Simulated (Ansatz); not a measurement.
**CH5B2FO: up Jacob's ladder to CCSD(T)**

The task here is to estimate one member of a computed series from the others.

Method: functionals in def2-TZVPP, the program's frozen cores in correlated methods; program: Ansatz 0.2.0, Gaussian basis.

The runs, in order: LDA (SPW92), PBE-D4, revPBE-D4, BLYP-D4, r2SCAN-D4, B97M-V, PBE0-D4, B3LYP-D4, r2SCANh-D4, r2SCAN0-D4, HSE06-D4, BHLYP-D4, CAM-B3LYP-D4, LC-ωPBE, ωB97X-V, ωB97M-V, B2PLYP, PBE-QIDH; CCSD(T)/def2-SVP; CCSD(T)/def2-TZVPP; MP2/def2-QZVPP; extrapolation to the limit; RPA on PBE.

**The geometry**

An earlier PBE0-D4 in a triple-zeta def2 set relaxation fixed the geometry.

10 atoms, charge 0, spin multiplicity 1.

Atoms are counted from 1 here; the program's logs count them from 0.

Bond lengths: B1–C2 1.544 Å, B1–H6 1.200 Å, B1–H7 1.196 Å, C2–B3 1.583 Å, C2–H8 1.090 Å, C2–H9 1.097 Å, B3–O4 1.352 Å, B3–F5 1.328 Å, O4–H10 0.959 Å. Angles: C2–B1–H6 119.9°, C2–B1–H7 121.7°, H6–B1–H7 118.3°, B1–C2–B3 106.5°, B1–C2–H8 114.3°, B1–C2–H9 110.7°, B3–C2–H8 108.6°, B3–C2–H9 105.6°, H8–C2–H9 110.6°, C2–B3–O4 124.5°, C2–B3–F5 119.7°, O4–B3–F5 115.8°, B3–O4–H10 113.7°.

Set-up of the first run:

in.yaml

```yaml
crystal:
  periodic: [false, false, false]
  atoms:
    - {symbol: B, position_ang: [-1.280416, 0.429971, -0.359832]}
    - {symbol: C, position_ang: [-0.049317, -0.451635, -0.663306]}
    - {symbol: B, position_ang: [1.127189, 0.089329, 0.247315]}
    - {symbol: O, position_ang: [1.178927, -0.044194, 1.592030]}
    - {symbol: F, position_ang: [2.145759, 0.735013, -0.307933]}
    - {symbol: H, position_ang: [-1.918600, 0.244164, 0.639662]}
    - {symbol: H, position_ang: [-1.588257, 1.343518, -1.067828]}
    - {symbol: H, position_ang: [0.275980, -0.425225, -1.703696]}
    - {symbol: H, position_ang: [-0.222327, -1.484644, -0.338334]}
    - {symbol: H, position_ang: [0.414162, -0.487497, 1.964823]}
basis:
  gaussian: {orbitals: def2-TZVPP}
hamiltonian: {xc: lda}
output: {orbitals: {seedname: orbitals}}
```

The run is started by

```bash
$ ansatz run in.yaml --threads 2 --pin off --events-out ev --progress --plain --max-ram 4352MiB
```

Steps of the session up to this table: LDA; PBE-D4 (GGA); revPBE-D4 (GGA); BLYP-D4 (GGA); r2SCAN-D4 (meta-GGA); B97M-V (meta-GGA); B3LYP-D4 (hybrid); r2SCANh-D4 (hybrid); r2SCAN0-D4 (hybrid); HSE06-D4 (hybrid); BHLYP-D4 (hybrid); CAM-B3LYP-D4 (range-separated); LC-ωPBE (range-separated); ωB97X-V (range-separated); ωB97M-V (range-separated); B2PLYP (double hybrid); PBE-QIDH (double hybrid).

One of the session's tables, all rows but one given; the rest of the session is left out.

```
  functional  HOMO (eV)  LUMO (eV)  gap (eV)
 LDA (SPW92)      -7.84      -2.92      4.92
      PBE-D4      -7.80      -2.62      5.19
   revPBE-D4      -7.77      -2.49      5.28
     BLYP-D4      -7.75      -2.48      5.27
   r2SCAN-D4      -8.13      -2.25      5.88
      B97M-V      -8.22      -2.34      5.88
     PBE0-D4          ?          ?         ?
    B3LYP-D4      -9.07      -1.88      7.19
  r2SCANh-D4      -8.67      -1.92      6.75
  r2SCAN0-D4      -9.47      -1.43      8.04
    HSE06-D4      -8.85      -2.03      6.82
    BHLYP-D4     -10.68      -0.64     10.04
CAM-B3LYP-D4     -10.74      -0.57     10.18
     LC-ωPBE     -12.11       0.66     12.78
     ωB97X-V     -11.75       0.55     12.30
     ωB97M-V     -11.59       0.30     11.89
```

**Question.** Estimate the row for PBE0-D4.

The run gave: HOMO (eV): -9.26; LUMO (eV): -1.64; gap (eV): 7.61. In the column «HOMO (eV)» it lies between r2SCAN0-D4 (-9.47) and B3LYP-D4 (-9.07).
